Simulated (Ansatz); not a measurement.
# La2NiO4: one geometry, two states

An SCF can end in more than one state. Here La2NiO4, a database structure at a slightly changed volume, is run from each state found earlier: which lies lowest, and what else changes?

Computed, not measured: Ansatz 0.2.0, DFT, r2SCAN, with U = 5.17 eV and J = 0.65 eV on Ni d, plane waves, PAW.

## (1) The system as given

The structure is tetragonal, space group I4/mmm (No. 139). Conventional cell: a = 3.851 Å, b = 3.851 Å, c = 12.644 Å, α = 90.00°, β = 90.00°, γ = 90.00°. Around La (site symmetry 4mm) lie 5 O at 2.36 to 2.60 Å. Ni (site symmetry 4/mmm) has 6 O at 1.93 to 2.21 Å as nearest neighbours. Around O (site symmetry mmm) lie 2 Ni at 1.93 Å and 4 La at 2.60 Å. O (site symmetry 4mm) is surrounded by 1 Ni at 2.21 Å and 1 La at 2.36 Å.

In its conventional cell, by symmetry (the run takes the cell typed in the input):

```cif
data_structure
_symmetry_space_group_name_H-M 'I4/mmm'
_symmetry_Int_Tables_number 139
_cell_length_a 3.8510
_cell_length_b 3.8510
_cell_length_c 12.6437
_cell_angle_alpha 90.000
_cell_angle_beta 90.000
_cell_angle_gamma 90.000
_cell_volume 187.51
loop_
_atom_site_label
_atom_site_type_symbol
_atom_site_symmetry_multiplicity
_atom_site_Wyckoff_symbol
_atom_site_fract_x
_atom_site_fract_y
_atom_site_fract_z
_atom_site_occupancy
La1 La 4 e 0.00000 0.00000 0.36180 1
Ni1 Ni 2 a 0.00000 0.00000 0.00000 1
O1 O 4 c 0.00000 0.50000 0.00000 1
O2 O 4 e 0.00000 0.00000 0.17500 1
```

The states: A, Ni3 up (collinear spin); B, no atom with a moment over 0.3 μB (no spin polarisation). Each run reads its own saved solution as saved_state.

## (2) Run from state A

File input.yaml:

```yaml
crystal:
  lattice:
    - [-1.92552002, 1.92552002, 6.32185059]
    - [1.92552002, -1.92552002, 6.32185059]
    - [1.92552002, 1.92552002, -6.32185059]
  atoms:
    - { symbol: La, position: [0.3618, 0.3618, 0.0] }
    - { symbol: La, position: [0.6382, 0.6382, 0.0] }
    - { symbol: Ni, position: [0.0, 0.0, 0.0] }
    - { symbol: O, position: [0.5, 0.0, 0.5] }
    - { symbol: O, position: [0.0, 0.5, 0.5] }
    - { symbol: O, position: [0.175, 0.175, 0.0] }
    - { symbol: O, position: [0.825, 0.825, 0.0] }
  symmetry: { detect: false, time_reversal: true }
kpoints:
  mp_grid: { grid: [7, 7, 7], shift: [0, 0, 0] }
  band_path:
    path:
      - [0.0, 0.0, 0.0]
      - [0.0, 0.0, 0.5]
      - [0.25, 0.25, 0.25]
      - [0.0, 0.5, 0.0]
      - [0.0, 0.0, 0.0]
      - [0.5, 0.5, -0.5]
      - [0.2731925, 0.7268075, -0.2731925]
      - [-0.2731925, 0.2731925, 0.2731925]
      - [0.0, 0.0, 0.0]
      - [0.0, 0.0, 0.5]
      - [-0.04638501, 0.04638501, 0.5]
    npoints: 6
magnetization:
  spin_polarized: true
scf:
  occupations: { method: fermi_dirac }
  lower_state_search: "off"
  max_iter: 200
hamiltonian:
  pseudopotentials: { kind: paw }
  xc: r2scan
  hubbard:
    projectors: all-electron-ortho-atomic
    sites: [{ species: Ni, l: d, u: 5.17, j: 0.65 }]
basis:
  ecutwfc: 500
  fft_grid_basis: typed
output:
  forces: true
  stress: true
  eigenvalues: true
  bader: true
  populations: true
  elf: true
  write_potential: true
  volumetric_format: npy
  dos:
    e_range: [-12, 8]
    de: 0.05
    projected: { site_lists: { La: [La], Ni: [Ni], O: [O] } }
checkpoint:
  read: saved_state
```

## (4) State B: the run

input.yaml: that of step 2 with these lines changed.

```diff
@@ -13,21 +13,6 @@
     - { symbol: O, position: [0.825, 0.825, 0.0] }
-  symmetry: { detect: false, time_reversal: true }
 kpoints:
   mp_grid: { grid: [7, 7, 7], shift: [0, 0, 0] }
-  band_path:
-    path:
-      - [0.0, 0.0, 0.0]
-      - [0.0, 0.0, 0.5]
-      - [0.25, 0.25, 0.25]
-      - [0.0, 0.5, 0.0]
-      - [0.0, 0.0, 0.0]
-      - [0.5, 0.5, -0.5]
-      - [0.2731925, 0.7268075, -0.2731925]
-      - [-0.2731925, 0.2731925, 0.2731925]
-      - [0.0, 0.0, 0.0]
-      - [0.0, 0.0, 0.5]
-      - [-0.04638501, 0.04638501, 0.5]
-    npoints: 6
 magnetization:
-  spin_polarized: true
+  spin_polarized: false
 scf:
```

(Steps that only read results are left out.)

Q: Predict the outcome of this session. Wanted: for each run, free energy; largest site moment; size of the net moment; gap; pressure; largest force.

As calculated:

```
state  free energy (meV/atom)  largest site moment (μB)  size of the net moment (μB/cell)  gap (eV)  pressure (GPa)  largest force (eV/Å)  SCF cycles
    A                     0.0                      1.70                              1.99      0.08             2.4                  0.59           9
    B                   309.3                         –                                 –     metal            -1.9                  1.14          11
```

**Reading.** State A wins by 309.3 meV per atom over B. They differ in kind: A is gapped, B is a metal. At the same volume their pressures differ by 4.3 GPa, the state with the larger moments having the higher pressure, so it wants the larger volume. Not all runs allow spin: where it is off, the gap in energy is mostly the cost of forbidding moments, not two ends of one search.

Keep in mind: a band edge lies within two smearing widths of the Fermi level; gaps of Fe, Co and Ni magnets can come out low on these datasets; the k mesh is coarse for a cell without a gap.
